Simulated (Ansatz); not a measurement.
Write a Python script for Ansatz 0.2.0 through its Python package that makes a ladder of methods at one geometry of CH₇ClOSi₂, SMILES O[SiH2][SiH2]CCl. Level of theory (for the species named): PBE0, cc-pVDZ basis, multiplicity 1. The script varies functional: pbe0, r2scan0, cam_b3lyp, hf.

```xyz
12

O    -1.9985   -0.2665    1.9703
Si   -1.4023    0.2636    0.5077
Si    0.7963   -0.3320    0.3148
C     1.5897    0.3599   -1.2375
Cl    0.8301   -0.5105   -2.6527
H    -2.5559   -1.0323    1.9415
H    -2.1754   -0.3673   -0.5584
H    -1.4923    1.7574    0.3968
H     0.9853   -1.7989    0.4425
H     1.5878    0.2286    1.5079
H     1.2924    1.4155   -1.3341
H     2.6198    0.2272   -1.2649
```

Script `methods_ch7closi2.py`:
```python
# -*- coding: utf-8 -*-
"""CH7ClOSi2 at several levels of theory."""

from pathlib import Path
import warnings

import ansatz as az
import numpy as np

warnings.simplefilter("ignore", az.DeckWarning)

geometry_ang = [
    ("O", (-1.9985, -0.2665, 1.9703)),
    ("Si", (-1.4023, 0.2636, 0.5077)),
    ("Si", (0.7963, -0.332, 0.3148)),
    ("C", (1.5897, 0.3599, -1.2375)),
    ("Cl", (0.8301, -0.5105, -2.6527)),
    ("H", (-2.5559, -1.0323, 1.9415)),
    ("H", (-2.1754, -0.3673, -0.5584)),
    ("H", (-1.4923, 1.7574, 0.3968)),
    ("H", (0.9853, -1.7989, 0.4425)),
    ("H", (1.5878, 0.2286, 1.5079)),
    ("H", (1.2924, 1.4155, -1.3341)),
    ("H", (2.6198, 0.2272, -1.2649)),
]
molecule = az.Crystal.molecule()
for symbol, xyz in geometry_ang:
    molecule = molecule.atom(symbol, xyz)

calc = molecule.calculation()
calc = calc.basis(gaussian="cc-pVDZ").scf(lower_state_search="light")

print("functional    E (Ha)        dipole (D)   HOMO (eV)  LUMO (eV)")
for name in ["pbe0", "r2scan0", "cam_b3lyp", "hf"]:
    report = calc.functional(name).forces().orbitals().run(threads=1, runs_dir="runs").report
    lines = Path(report["orbitals_path"]).read_text().splitlines()
    field_of = lambda key: [line.split("=")[1].strip() for line in lines if line.startswith(key)]
    orbitals = [(27.211386 * float(e), s, float(n)) for e, s, n in zip(field_of("Ene="), field_of("Spin="), field_of("Occup="))]
    homo = max(e for e, _, n in orbitals if n > 0.5)
    lumo = min(e for e, _, n in orbitals if n < 0.5)
    dipole = 4.803205 * np.linalg.norm(report["charge_distribution"]["dipole_moment_e_ang"])
    print(f"{name:10s} {report['free_energy_ev'] / 27.211386246:14.6f} {dipole:9.3f} {homo:11.3f} {lumo:10.3f}")
```

Running `python methods_ch7closi2.py` prints:
```text
functional    E (Ha)        dipole (D)   HOMO (eV)  LUMO (eV)
pbe0         -1156.222852     0.469      -7.716     -0.303
r2scan0      -1156.579736     0.503      -7.936     -0.161
cam_b3lyp    -1156.713488     0.452      -9.008      0.801
hf           -1154.201551     0.455     -10.772      2.974
```

What to keep in mind:
- These settings explore the input space; basis and method may be short of convergence.
- The geometry is a force-field or estimated start, not a minimum of this method, and the basis set is short of its limit. A lower total doesn't mark the better method: functionals have no common bound, and MP2 and coupled cluster aren't variational.
- Levels such as HOMO and LUMO are orbital energies: with these approximate functionals they aren't the ionisation energy and electron affinity, and their gap isn't the fundamental gap.
- For Al to Cl the sets with a tight d function, cc-pV(X+d)Z, are usual.
- Hardware and time: 32 s on 1 thread of Arm Neoverse V1, on a shared host, peak memory 0.41 GiB.

(A comment or docstring line of the script was reworded after the run, the code is as it ran; lines on the test bed's own set-up are left out of the output.)
